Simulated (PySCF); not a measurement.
# C8H7F3: excited states, first hyperpolarisability

Wanted: excited states, first hyperpolarisability for C8H7F3 (`Cc1ccc(C(F)(F)F)cc1`).

Computed with PySCF 2.14.0 and routines of our own; the level stands in each step. Atoms count from 0.

## Step 1: The system as given

18 atoms, charge 0, multiplicity 1; geometry from: GFN2-xTB.

## Step 2: Relaxing the molecule at PBE0-D3(BJ)/def2-SVP

What the job is given:

```
{"job": {"xc": "PBE0", "basis": "def2-SVP", "d3": "d3bj", "grid": 2, "kind": "geom"}, "charge": 0, "multiplicity": 1}
C     -2.890544     0.240618     0.295753
C     -1.406234     0.124700     0.150149
C     -0.718046     0.922236    -0.757528
C      0.650413     0.807096    -0.909899
C      1.347961    -0.121570    -0.149128
C      2.836904    -0.235936    -0.291422
F      3.294314    -1.470524    -0.026376
F      3.495214     0.590985     0.548922
F      3.269562     0.072219    -1.524912
C      0.677949    -0.922502     0.765992
C     -0.690682    -0.796533     0.907079
H     -3.226033     1.249127     0.068434
H     -3.383422    -0.442746    -0.395996
H     -3.202752    -0.019277     1.303883
H     -1.258563     1.643412    -1.352032
H      1.178577     1.427962    -1.617198
H      1.227182    -1.639933     1.356243
H     -1.210560    -1.423017     1.616379
```

On the command line:

```
OMP_NUM_THREADS=1 python excited_run.py task.json out
```

This one command runs all jobs of the session in turn.

The log of the run:

```text
step   0  E = -607.53452101  max force = 0.017735
step   1  E = -607.53619464  max force = 0.007416
step   2  E = -607.53626508  max force = 0.001908
step   3  E = -607.53629443  max force = 0.000476
step   4  E = -607.53629225  max force = 0.000475
step   5  E = -607.53629872  max force = 0.000268
optimisation converged
```

Wall time 2.3 min (1 thread of Arm Neoverse V1, shared host); peak memory 0.86 GiB.

Step by step:

```csv
step,energy from step 0 (eV),largest force component (eV/Å)
0,0.0000,0.9120
1,-0.0455,0.3813
2,-0.0475,0.0981
3,-0.0483,0.0245
4,-0.0482,0.0244
5,-0.0484,0.0138
```

Close pairs (by a distance rule), those that changed most:

```csv
bond,before (Å),after (Å),change (Å)
C2–H14,1.080,1.093,+0.014
C10–H17,1.080,1.093,+0.013
C9–H16,1.079,1.092,+0.013
C0–H12,1.090,1.103,+0.013
C0–H13,1.087,1.099,+0.013
C0–H11,1.087,1.099,+0.012
C3–H15,1.079,1.091,+0.012
C5–F7,1.350,1.339,-0.011
```

The next job starts from the end point, and lists it.

```csv
at the end point,value
point group (found at 0.08 Å tolerance),C1
"rotational constants (GHz, main isotopes)","2.816, 0.628, 0.566"
dipole moment (D),3.17
```

## Step 3: Excited states: TDA CAM-B3LYP/aug-cc-pVDZ

What the job is given:

```
{"job": {"kind": "states", "xc": "CAM-B3LYP", "basis": "aug-cc-pVDZ", "tda": true, "soc": true, "nstates": 6, "ntriplets": 5, "nquad": 4}, "charge": 0, "multiplicity": 1}
C     -2.899895     0.247520     0.294530
C     -1.410756     0.134568     0.153407
C     -0.709922     0.942573    -0.748612
C      0.666931     0.818106    -0.908845
C      1.369799    -0.123926    -0.160146
C      2.860719    -0.244148    -0.285955
F      3.254868    -1.522090    -0.251487
F      3.491774     0.381070     0.716598
F      3.312359     0.286785    -1.425976
C      0.688173    -0.937510     0.746460
C     -0.686805    -0.804674     0.899301
H     -3.251367     1.263909     0.066429
H     -3.409828    -0.439849    -0.401093
H     -3.229794    -0.012325     1.310629
H     -1.253317     1.684942    -1.339147
H      1.199255     1.452908    -1.619391
H      1.236825    -1.679368     1.330662
H     -1.212583    -1.445350     1.612207
```

Level: TDA CAM-B3LYP/aug-cc-pVDZ excited states, vertical, gas phase, spin-orbit mean-field couplings.

The log of the run:

```text
coarse grid: 16288 points
cycle   1  E = -608.2660057598  dE =  2.233e+00  |g| = 9.154e-01  |ddm| = 6.046e+01
cycle   2  E = -608.2142676997  dE =  5.174e-02  |g| = 1.149e+00  |ddm| = 9.071e+00
cycle   3  E = -608.4243309384  dE = -2.101e-01  |g| = 7.290e-02  |ddm| = 5.134e+00
cycle   4  E = -608.4250812828  dE = -7.503e-04  |g| = 4.647e-02  |ddm| = 7.027e-01
cycle   5  E = -608.4255971646  dE = -5.159e-04  |g| = 1.084e-02  |ddm| = 4.389e-01
cycle   6  E = -608.4256253457  dE = -2.818e-05  |g| = 2.629e-03  |ddm| = 8.770e-02
cycle   7  E = -608.4256271853  dE = -1.840e-06  |g| = 4.522e-04  |ddm| = 2.313e-02
final grid: 162080 points
cycle   8  E = -608.4418854472  dE = -3.211e-05  |g| = 4.473e-03  |ddm| = 8.677e-01
cycle   9  E = -608.4418857741  dE = -3.269e-07  |g| = 4.703e-03  |ddm| = 1.188e-01
cycle  10  E = -608.4418900720  dE = -4.298e-06  |g| = 4.344e-04  |ddm| = 3.390e-02
cycle  11  E = -608.4418901042  dE = -3.221e-08  |g| = 1.727e-04  |ddm| = 4.308e-03
cycle  12  E = -608.4418901105  dE = -6.258e-09  |g| = 3.707e-05  |ddm| = 2.267e-03
cycle  13  E = -608.4418901107  dE = -2.628e-10  |g| = 1.198e-05  |ddm| = 3.255e-04
converged SCF energy = -608.4418901107

Singlet excitations
state   eV       nm        f     d(h-e)  d(exc)  Lambda  PR(NTO)  |dmu|/D   mu/D   main configurations
  1   5.3914   230.0   0.00048   0.017   2.757   0.643   2.010    0.055    3.332   H->L+2 0.51, H-1->L 0.46
  2   6.1612   201.2   0.05349   0.103   2.915   0.808   1.908    0.306    3.689   H->L 0.63, H-1->L+2 0.33
  3   6.6199   187.3   0.00009   1.269   4.550   0.213   1.028    5.572    2.199   H->L+1 0.88
  4   6.8388   181.3   0.00005   0.905   4.440   0.188   1.086    3.693    0.443   H-1->L+1 0.78, H-1->L+4 0.10
  5   7.1545   173.3   0.52953   0.313   3.400   0.578   2.147                     H-1->L 0.44, H->L+2 0.36
  6   7.2175   171.8   0.03279   0.641   4.972   0.151   1.150                     H->L+3 0.86

Triplet excitations (Tamm-Dancoff)
state   eV     d(h-e)  d(exc)  Lambda  PR(NTO)   main configurations
  1   3.9963   0.011   2.513   0.778   1.875   H->L 0.61, H-1->L+2 0.30
  2   4.7040   0.056   2.684   0.795   1.838   H-1->L+2 0.54, H->L 0.26, H-1->L 0.09
  3   4.7225   0.036   2.710   0.669   1.932   H->L+2 0.45, H-1->L 0.34, H-1->L+2 0.11
  4   5.0326   0.180   2.704   0.636   1.988   H-1->L 0.50, H->L+2 0.45
  5   6.5743   1.257   4.478   0.214   1.037   H->L+1 0.86
S1 - T1 = 1.3952 eV

Spin-orbit couplings |<S|Hso|T>| (cm-1)
             T1       T2       T3       T4       T5
S0        1.303    0.851    1.608    0.215    0.344
S1        1.315    0.138    0.124    0.006    0.023
S2        0.126    0.025    0.110    1.525    0.889
S3        0.864    0.371    0.331    0.046    0.011
S4        0.364    0.225    0.565    0.356    0.450
S5        0.837    0.357    0.275    0.505    0.195
S6        2.091    0.484    0.602    0.684    0.211
T1 sublevels (cm-1): 0.000 0.000 0.000   radiative rates (1/s): 0.0468 0.0016 0.000977
```

It took 2.3 min on 1 thread of Arm Neoverse V1, shared host; peak memory 1.4 GiB.

In short:

```csv
quantity,value
S1 less T1,1.40 eV
```

## Step 4: Excited states: TDDFT CAM-B3LYP/aug-cc-pVDZ

The job, as its differences from that of step 3:

```diff
@@ -1,2 +1,2 @@
-{"job": {"kind": "states", "xc": "CAM-B3LYP", "basis": "aug-cc-pVDZ", "tda": true, "soc": true, "nstates": 6, "ntriplets": 5, "nquad": 4}, "charge": 0, "multiplicity": 1}
+{"job": {"kind": "states", "xc": "CAM-B3LYP", "basis": "aug-cc-pVDZ", "tpa": true, "nstates": 8, "nquad": 6, "ntriplets": 0}, "charge": 0, "multiplicity": 1}
 C     -2.899895     0.247520     0.294530
```

With the program's defaults for keys left out, this is: TDDFT CAM-B3LYP/aug-cc-pVDZ excited states, vertical, gas phase, two-photon moments by quadratic response.

The log of the run:

```text
coarse grid: 16288 points
cycle   1  E = -608.2660057598  dE =  2.233e+00  |g| = 9.154e-01  |ddm| = 6.046e+01
cycle   2  E = -608.2142676997  dE =  5.174e-02  |g| = 1.149e+00  |ddm| = 9.071e+00
cycle   3  E = -608.4243309384  dE = -2.101e-01  |g| = 7.290e-02  |ddm| = 5.134e+00
cycle   4  E = -608.4250812828  dE = -7.503e-04  |g| = 4.647e-02  |ddm| = 7.027e-01
cycle   5  E = -608.4255971646  dE = -5.159e-04  |g| = 1.084e-02  |ddm| = 4.389e-01
cycle   6  E = -608.4256253457  dE = -2.818e-05  |g| = 2.629e-03  |ddm| = 8.770e-02
cycle   7  E = -608.4256271853  dE = -1.840e-06  |g| = 4.522e-04  |ddm| = 2.313e-02
final grid: 162080 points
cycle   8  E = -608.4418854472  dE = -3.211e-05  |g| = 4.473e-03  |ddm| = 8.677e-01
cycle   9  E = -608.4418857741  dE = -3.269e-07  |g| = 4.703e-03  |ddm| = 1.188e-01
cycle  10  E = -608.4418900720  dE = -4.298e-06  |g| = 4.344e-04  |ddm| = 3.390e-02
cycle  11  E = -608.4418901042  dE = -3.221e-08  |g| = 1.727e-04  |ddm| = 4.308e-03
cycle  12  E = -608.4418901105  dE = -6.258e-09  |g| = 3.707e-05  |ddm| = 2.267e-03
cycle  13  E = -608.4418901107  dE = -2.628e-10  |g| = 1.198e-05  |ddm| = 3.255e-04
converged SCF energy = -608.4418901107

Singlet excitations
state   eV       nm        f     d(h-e)  d(exc)  Lambda  PR(NTO)  |dmu|/D   mu/D   delta(TPA)   sigma/GM   main configurations
  1   5.3389   232.2   0.00044   0.017   2.740   0.642   2.018    0.005    3.383        0.36      0.004   H->L+2 0.51, H-1->L 0.46
  2   5.9393   208.8   0.06006   0.113   2.880   0.799   1.898    0.331    3.715        7.51      0.097   H->L 0.68, H-1->L+2 0.29
  3   6.6178   187.3   0.00007   1.272   4.551   0.213   1.029    5.577    2.205        2.65      0.042   H->L+1 0.88
  4   6.7463   183.8   0.40946   0.087   3.073   0.618   2.272    0.380    3.117        0.36      0.006   H-1->L 0.50, H->L+2 0.44
  5   6.8379   181.3   0.00225   0.918   4.439   0.189   1.087    3.736    0.614      110.64      1.895   H-1->L+1 0.78, H-1->L+4 0.10
  6   6.9031   179.6   0.78210   0.043   2.914   0.804   2.007    0.242    3.153        0.61      0.011   H-1->L+2 0.67, H->L 0.28
  7   7.2141   171.9   0.00160   0.701   5.033   0.130   1.095                                            H->L+3 0.90
  8   7.2904   170.1   0.00878   0.583   5.096   0.180   1.505                                            H->L+4 0.72, H-1->L+3 0.18
```

Wall time 3.1 min (1 thread of Arm Neoverse V1, shared host); peak memory 1.4 GiB.

## Step 5: First hyperpolarisability: quadratic response CAM-B3LYP/aug-cc-pVDZ

The job, as its differences from that of step 4:

```diff
@@ -1,2 +1,2 @@
-{"job": {"kind": "states", "xc": "CAM-B3LYP", "basis": "aug-cc-pVDZ", "tpa": true, "nstates": 8, "nquad": 6, "ntriplets": 0}, "charge": 0, "multiplicity": 1}
+{"job": {"kind": "beta", "xc": "CAM-B3LYP", "basis": "aug-cc-pVDZ"}, "charge": 0, "multiplicity": 1}
 C     -2.899895     0.247520     0.294530
```

Method: quadratic response CAM-B3LYP/aug-cc-pVDZ first hyperpolarisability, Taylor convention, gas phase.

The log of the run:

```text
coarse grid: 16288 points
cycle   1  E = -608.2660057598  dE =  2.233e+00  |g| = 9.154e-01  |ddm| = 6.046e+01
cycle   2  E = -608.2142676997  dE =  5.174e-02  |g| = 1.149e+00  |ddm| = 9.071e+00
cycle   3  E = -608.4243309384  dE = -2.101e-01  |g| = 7.290e-02  |ddm| = 5.134e+00
cycle   4  E = -608.4250812828  dE = -7.503e-04  |g| = 4.647e-02  |ddm| = 7.027e-01
cycle   5  E = -608.4255971646  dE = -5.159e-04  |g| = 1.084e-02  |ddm| = 4.389e-01
cycle   6  E = -608.4256253457  dE = -2.818e-05  |g| = 2.629e-03  |ddm| = 8.770e-02
cycle   7  E = -608.4256271853  dE = -1.840e-06  |g| = 4.522e-04  |ddm| = 2.313e-02
final grid: 162080 points
cycle   8  E = -608.4418854472  dE = -3.211e-05  |g| = 4.473e-03  |ddm| = 8.677e-01
cycle   9  E = -608.4418857741  dE = -3.269e-07  |g| = 4.703e-03  |ddm| = 1.188e-01
cycle  10  E = -608.4418900720  dE = -4.298e-06  |g| = 4.344e-04  |ddm| = 3.390e-02
cycle  11  E = -608.4418901042  dE = -3.221e-08  |g| = 1.727e-04  |ddm| = 4.308e-03
cycle  12  E = -608.4418901105  dE = -6.258e-09  |g| = 3.707e-05  |ddm| = 2.267e-03
cycle  13  E = -608.4418901107  dE = -2.628e-10  |g| = 1.198e-05  |ddm| = 3.255e-04
converged SCF energy = -608.4418901107

Lowest singlets (eV, f): 5.3389 0.0004  5.9393 0.0600  6.6178 0.0001

First hyperpolarisability (au)
process     nm      |vector|   parallel      HRS      DR
static         -       89.44     -53.64       41.0    3.77
shg       1907.0       89.29     -53.55      41.65   3.604
eope      1907.0       89.41     -53.62          -       -
shg       1064.0       88.26     -52.92      43.19   3.225
eope      1064.0       89.28     -53.54          -       -
```

It took 2.3 min on 1 thread of Arm Neoverse V1, shared host; peak memory 1.4 GiB.

## Step 6: Outcome

| quantity | value |
| --- | --- |
| point group | C1 |
| rotational constants (main isotopes) | 2.82, 0.63, 0.57 GHz |
| S1 less T1 (step 3, TDA CAM-B3LYP/aug-cc-pVDZ) | 1.40 eV |
| β vector (step 5, quadratic response CAM-B3LYP/aug-cc-pVDZ) | static 89, SHG 1907.0 nm 89, SHG 1064.0 nm 88 au |

**Reading.** Over 5 steps the energy fell by 0.048 eV; of the close pairs, C2–H14 changed most, 1.080 to 1.093 Å. In step 3, the number of triplets below S1 is 4, and the largest singlet-triplet spin-orbit coupling is S6–T1, 2.09 cm⁻¹.
